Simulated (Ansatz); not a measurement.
**Ti: a line through an energy map**

One line of a two-coordinate grid on Ti (Im-3m, No. 229; 1 atom in the cell): volume per atom is varied, at c/a of the conventional cell = 0.928.

Program: Ansatz 0.2.0. Level of theory: DFT PBEsol, scalar-relativistic, plane waves, PAW. These are calculated values, not measurements.

26 further runs of the same task are left out: 26 set aside as unsound or not needed.

### Step 1. The structure to begin with

The structure is cubic, space group Im-3m (No. 229). Conventional cell: a = 3.210 Å, b = 3.210 Å, c = 3.210 Å, α = 90.00°, β = 90.00°, γ = 90.00°. Ti (site symmetry m-3m) has 8 Ti at 2.78 Å as nearest neighbours.

Coordinates:

```
CELL_PARAMETERS angstrom
-1.60495 1.60495 1.60495
1.60495 -1.60495 1.60495
1.60495 1.60495 -1.60495
ATOMIC_POSITIONS crystal
Ti 0.00000 0.00000 0.00000
```

It is the result of an earlier relaxation at this level (volume 16.54 Å³/atom; gap on the mesh: none (metal)).

### Step 2. What is varied

The energy is mapped over volume and the cell's shape.

The axes are (1) volume per atom: 7 values from 13.89 to 19.18 Å³; (2) c/a of the conventional cell: 9 values from 0.861 to 1.566.

Nothing else is relaxed (symmetry fixes all fractional coordinates). Energies count from the relaxed crystal. Points are written as (first, second).

### Step 3. Grid point (13.89 Å³, 0.928)

The input, input.yaml:

```yaml
crystal:
  lattice:
    - [-1.5525366027, 1.5525366027, 1.4407539673]
    - [1.5525366027, -1.5525366027, 1.4407539673]
    - [1.5525366027, 1.5525366027, -1.4407539673]
  atoms:
    - { symbol: Ti, position: [0.0, 0.0, 0.0] }
basis:
  ecutwfc: 520.0
kpoints:
  mp_grid: { grid: [22, 22, 22] }
hamiltonian:
  xc: pbesol
  pseudopotentials: { kind: paw, azcp: { folder: soft_1 } }
scf:
  occupations: { method: gaussian, width: 0.15 }
output:
  forces: true
  stress: true
  eigenvalues: true
```

Run with:

```console
ansatz run input.yaml --threads 1 --pin off --max-ram 2048MiB --backend cpu --events-out ev --progress --plain --runs-dir out
```

Further runs follow: the other points of the line.

What does the calculation give? Wanted: for each run, volume per atom; energy; slope; pressure.

The runs gave:

| volume per atom (Å³) | step | energy (meV/atom) | slope (meV/atom per Å³) | pressure (GPa) |
| --- | --- | --- | --- | --- |
| 13.89 | 3 | 187 | −163 | 26.1 |
| 14.77 | – | 74 | −96 | 15.4 |
| 15.65 | 4 | 13 | −43 | 6.9 |
| 16.54 | 5 | −5 | −1 | 0.1 |
| 17.42 | – | 9 | 33 | −5.3 |
| 18.30 | 6 | 50 | 60 | −9.5 |
| 19.18 | 7 | 113 | 81 | −12.9 |

Energies count from the relaxed crystal. Rows without a step come from runs not printed here or follow by symmetry. Slopes come from the forces (and the stress, where the cell changes), not from differences of energies.

In words: Along the line the energy is lowest at 16.54 Å³, −5 meV/atom from the zero. A fit to energies and slopes at the lowest point and its two neighbours puts the minimum at 16.559 Å³, with a curvature of about 43 meV/atom per (Å³)². V·d²E/dV² there is about 110 GPa, a bulk modulus under this line's constraint. The well is lopsided: two grid steps out, the energy rises by 79 meV/atom towards smaller values and 56 meV/atom towards larger ones. The highest point computed, at 13.89 Å³, lies 193 meV/atom above the lowest. This is one cut through a surface in two coordinates; the map's lowest point lies off it.
